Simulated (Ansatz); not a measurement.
# C2H3BClFS: harmonic frequencies at the relaxed geometry

At which frequencies does C2H3BClFS vibrate? Wanted for C2H3BClFS: harmonic frequencies at the relaxed geometry.

Computed with Ansatz 0.2.0, driven from Python. Level of theory: PBE+D3(BJ)/def2-SVP.

**1. Starting point**

Bond lengths: C1–C2 1.348 Å, C2–F3 1.332 Å, C2–B4 1.570 Å, B4–S5 1.933 Å, B4–Cl6 1.830 Å, C1–H7 1.033 Å, C1–H8 1.118 Å, S5–H9 1.381 Å. Angles: C1–C2–F3 116.6°, C1–C2–B4 126.1°, F3–C2–B4 117.2°, C2–C1–H7 122.5°, C2–C1–H8 116.5°, H7–C1–H8 121.1°, C2–B4–S5 119.7°, C2–B4–Cl6 121.7°, S5–B4–Cl6 118.2°, B4–S5–H9 88.6°.

Input file c2h3bclfs.xyz:

```xyz
9

C    -0.01670   -1.53080   -0.19180
C     0.26470   -0.50080    0.63120
F     0.95140   -0.79000    1.73550
B    -0.06310    1.01140    0.36590
S    -1.12980    1.50490   -1.16830
Cl    0.37490    2.31690    1.57140
H     0.26270   -2.50280    0.02050
H    -0.59650   -1.28600   -1.11570
H     0.04090    1.73090   -1.86580
```

**2. Script**

The input, freq_c2h3bclfs.py:

```python
# -*- coding: utf-8 -*-
"""Vibrations of C2H3BClFS."""

import itertools
import logging
import sys

import ansatz as az
from ase import Atoms
from ase.data import atomic_numbers, covalent_radii
from ase.thermochemistry import IdealGasThermo
import numpy as np

logging.basicConfig(stream=sys.stdout, format="%(name)s: %(message)s")
logger = logging.getLogger("c2h3bclfs")
logger.setLevel(logging.INFO)

mol = az.Crystal.molecule_from_extxyz("c2h3bclfs.xyz")

setup = (
    mol.calculation()
    .basis(gaussian="def2-SVP")
    .functional("pbe", dispersion="d3bj")
)
symbols = [site.symbol for site in mol.cartesian_sites]
start = np.array([site.position_ang for site in mol.cartesian_sites], dtype=float)
data = setup.relax(force_tolerance=0.003, max_steps=100).run().report
end = np.array(data["positions_ang"])

# pairs closer than 1.2 times the sum of covalent radii, before or after
radius = [covalent_radii[atomic_numbers[s]] for s in symbols]
span = lambda where, i, j: np.linalg.norm(where[i] - where[j])
bonded = [(i, j) for i, j in itertools.combinations(range(len(symbols)), 2) if min(span(start, i, j), span(end, i, j)) < 1.2 * (radius[i] + radius[j])]
logger.info("pair        before    after (A)")
for i, j in bonded:
    print(f"{symbols[i]}{i}-{symbols[j]}{j}".ljust(10), f"{span(start, i, j):8.4f} {span(end, i, j):8.4f}")
for first, second in list(itertools.combinations(bonded, 2)):
    shared = set(first) & set(second)
    if shared and symbols[(j := shared.pop())] != "H":
        i, k = sorted((set(first) | set(second)) - {j})
        u, v = end[i] - end[j], end[k] - end[j]
        angle = np.degrees(np.arccos(np.clip(u @ v / np.linalg.norm(u) / np.linalg.norm(v), -1, 1)))
        logger.info(f"final angle {symbols[i]}{i}-{symbols[j]}{j}-{symbols[k]}{k}: {angle:.2f} deg")

# frequencies need a stationary point, so they are taken at the relaxed geometry
minimum = az.Crystal.molecule()
for symbol, place in zip(symbols, end):
    minimum = minimum.atom(symbol, place.tolist())
vibrating = minimum.calculation()
vibrating = vibrating.basis(gaussian="def2-SVP")
vibrating = vibrating.functional("pbe", dispersion="d3bj")
vibrating = vibrating.phonons(temperatures=(100, 500, 100))
vib = vibrating.run().report["vibrations"]
sums = vib["harmonic_sums"]
modes = [m["omega_inv_cm"] for m in sums["modes_at_gamma"] if m["rigid_motion"] == "no"]
for number, w in enumerate(modes, start=1):
    logger.info(f"mode {number:2d} {w:9.1f} 1/cm {w / 8065.544 * 1000:8.2f} meV")
print("imaginary modes:", sum(w < 0 for w in modes), " zero-point energy:", round(sums["zero_point_energy_ev"], 4), "eV")
# rigid rotor and ideal gas, symmetry number taken as one
gas = IdealGasThermo(vib_energies=[w / 8065.544 for w in modes if w > 0], geometry="linear" if len(modes) == 3 * len(symbols) - 5 else "nonlinear",
                     atoms=Atoms(symbols, positions=end), symmetrynumber=1, spin=0.0)
logger.info(f"H(298 K) - E = {gas.get_enthalpy(298.15, verbose=False):.4f} eV")
logger.info(f"S(298 K, 1 bar) = {96485.33 * gas.get_entropy(298.15, 1e5, verbose=False):.1f} J/(mol K) with symmetry number 1")

# all hydrogen replaced by deuterium
heavier = vibrating.phonons(masses={"H": 2.014102}).run().report["vibrations"]["harmonic_sums"]
print("deuterated (1/cm):", " ".join(f"{m['omega_inv_cm']:.0f}" for m in heavier["modes_at_gamma"] if m["rigid_motion"] == "no"))
print("zero-point energy falls by", round(sums["zero_point_energy_ev"] - heavier["zero_point_energy_ev"], 4), "eV")
```

**3. Running it**

Started as:

```sh
$ python freq_c2h3bclfs.py
```

Standard output:

```text
c2h3bclfs: pair        before    after (A)
C0-C1        1.3481   1.3504
C0-H6        1.0334   1.1009
C0-H7        1.1179   1.0993
C1-F2        1.3322   1.3542
C1-B3        1.5699   1.5680
B3-S4        1.9327   1.8071
B3-Cl5       1.8301   1.7647
S4-H8        1.3813   1.3615
c2h3bclfs: final angle C1-C0-H6: 121.18 deg
c2h3bclfs: final angle C1-C0-H7: 120.20 deg
c2h3bclfs: final angle C0-C1-F2: 118.73 deg
c2h3bclfs: final angle C0-C1-B3: 125.83 deg
c2h3bclfs: final angle H6-C0-H7: 118.62 deg
c2h3bclfs: final angle F2-C1-B3: 115.43 deg
c2h3bclfs: final angle C1-B3-S4: 119.27 deg
c2h3bclfs: final angle C1-B3-Cl5: 119.42 deg
c2h3bclfs: final angle S4-B3-Cl5: 121.32 deg
c2h3bclfs: final angle B3-S4-H8: 95.93 deg
c2h3bclfs: mode  1      14.9 1/cm     1.85 meV
c2h3bclfs: mode  2     159.1 1/cm    19.73 meV
c2h3bclfs: mode  3     226.1 1/cm    28.04 meV
c2h3bclfs: mode  4     283.8 1/cm    35.19 meV
c2h3bclfs: mode  5     351.7 1/cm    43.61 meV
c2h3bclfs: mode  6     364.0 1/cm    45.13 meV
c2h3bclfs: mode  7     383.8 1/cm    47.59 meV
c2h3bclfs: mode  8     551.3 1/cm    68.36 meV
c2h3bclfs: mode  9     574.1 1/cm    71.18 meV
c2h3bclfs: mode 10     714.5 1/cm    88.58 meV
c2h3bclfs: mode 11     748.9 1/cm    92.85 meV
c2h3bclfs: mode 12     863.0 1/cm   107.00 meV
c2h3bclfs: mode 13     923.5 1/cm   114.50 meV
c2h3bclfs: mode 14     974.6 1/cm   120.83 meV
c2h3bclfs: mode 15    1015.6 1/cm   125.92 meV
c2h3bclfs: mode 16    1291.3 1/cm   160.10 meV
c2h3bclfs: mode 17    1334.4 1/cm   165.45 meV
c2h3bclfs: mode 18    1631.3 1/cm   202.26 meV
c2h3bclfs: mode 19    2627.0 1/cm   325.71 meV
c2h3bclfs: mode 20    3095.1 1/cm   383.74 meV
c2h3bclfs: mode 21    3202.1 1/cm   397.02 meV
imaginary modes: 0  zero-point energy: 1.3223 eV
c2h3bclfs: H(298 K) - E = 1.5423 eV
c2h3bclfs: S(298 K, 1 bar) = 366.0 J/(mol K) with symmetry number 1
deuterated (1/cm): 14 153 219 256 271 322 374 506 512 561 579 708 793 913 998 1035 1275 1585 1886 2265 2388
zero-point energy falls by 0.2305 eV
```

Run time: 6.4 min. Hardware: 1 thread of Intel Xeon Platinum 8259CL at 2.50GHz (Skylake/Cascade Lake), shared host; peak memory 0.3 GiB.

Lines on the test bed's own set-up are left out of the output.

A comment line of the script is reworded here; the code is as run.

**4. The runs side by side**

The 3 runs, in the order started:

```
run  kind of run  energy from run 2 (eV)  SCF cycles in all  CPU time (s)
  1   relaxation                  0.0000                218           130
  2      phonons                  0.0000                345           130
  3      phonons                  0.0000                345           120
```

**5. How the relaxation of run 1 went**

Relaxation path:

| step | energy from step 1 (eV) | largest force component (eV/Å) |
| --- | --- | --- |
| 1 | 0.0000 | 2.8357 |
| 2 | -0.1948 | 0.8125 |
| 3 | -0.2593 | 0.3517 |
| 4 | -0.3163 | 0.5982 |
| 5 | -0.3957 | 1.0938 |
| 6 | -0.5000 | 1.0517 |
| 7 | -0.6157 | 0.8028 |
| 8 | -0.7031 | 0.5435 |
| 9 | -0.7220 | 0.4351 |
| 10 | -0.7334 | 0.3122 |
| 11 | -0.7278 | 0.9773 |
| 12 | -0.7479 | 0.1386 |
| 13 | -0.7496 | 0.0542 |
| 14 | -0.7512 | 0.0550 |
| 15 | -0.7517 | 0.0469 |
| 16 | -0.7519 | 0.0423 |
| 17 | -0.7521 | 0.0410 |
| 18 | -0.7522 | 0.0277 |
| 19 | -0.7522 | 0.0158 |
| 20 | -0.7523 | 0.0125 |
| 21 | -0.7523 | 0.0095 |
| 22 | -0.7523 | 0.0076 |
| 23 | -0.7523 | 0.0053 |
| 24 | -0.7523 | 0.0066 |
| 25 | -0.7523 | 0.0058 |
| 26 | -0.7523 | 0.0040 |
| 27 | -0.7523 | 0.0011 |

Step 1 is the start. Step 11 was tried and not accepted.

Before: Bond lengths: C1–C2 1.348 Å, C2–F3 1.332 Å, C2–B4 1.570 Å, B4–S5 1.933 Å, B4–Cl6 1.830 Å, C1–H7 1.033 Å, C1–H8 1.118 Å, S5–H9 1.381 Å. Angles: C1–C2–F3 116.6°, C1–C2–B4 126.1°, F3–C2–B4 117.2°, C2–C1–H7 122.5°, C2–C1–H8 116.5°, H7–C1–H8 121.1°, C2–B4–S5 119.7°, C2–B4–Cl6 121.7°, S5–B4–Cl6 118.2°, B4–S5–H9 88.6°.

After: Bond lengths: C1–C2 1.350 Å, C2–F3 1.354 Å, C2–B4 1.568 Å, B4–S5 1.807 Å, B4–Cl6 1.765 Å, C1–H7 1.101 Å, C1–H8 1.099 Å, S5–H9 1.361 Å. Angles: C1–C2–F3 118.7°, C1–C2–B4 125.8°, F3–C2–B4 115.4°, C2–C1–H7 121.2°, C2–C1–H8 120.2°, H7–C1–H8 118.6°, C2–B4–S5 119.3°, C2–B4–Cl6 119.4°, S5–B4–Cl6 121.3°, B4–S5–H9 95.9°.

**6. Harmonic frequencies**

Frequencies (cm⁻¹; negative: imaginary): 15, 159, 226, 284, 352, 364, 384, 551, 574, 714, 749, 863, 924, 975, 1016, 1291, 1334, 1631, 2627, 3095, 3202.

**7. Outcome**

```
         quantity      value
    runs compared          3
highest frequency  3202 cm⁻¹
  imaginary modes          0
zero-point energy   1.322 eV
```

Run 1: The relaxation took 25 moves; the largest shift is 1.194 Å, of atom 9 (H). So large a move can change the bonding: the results belong to the relaxed structure. All frequencies are real, so the geometry is a minimum. The values are harmonic; measured fundamentals also hold anharmonic shifts, mostly downward for stretches. Caveats:
- The frequencies are harmonic and unscaled, in a modest basis. The result belongs to the one conformer reached from this start, and soft torsions count as harmonic oscillators.
- The entropy takes a symmetry number of 1; a symmetric molecule's is lower by R ln(sigma).
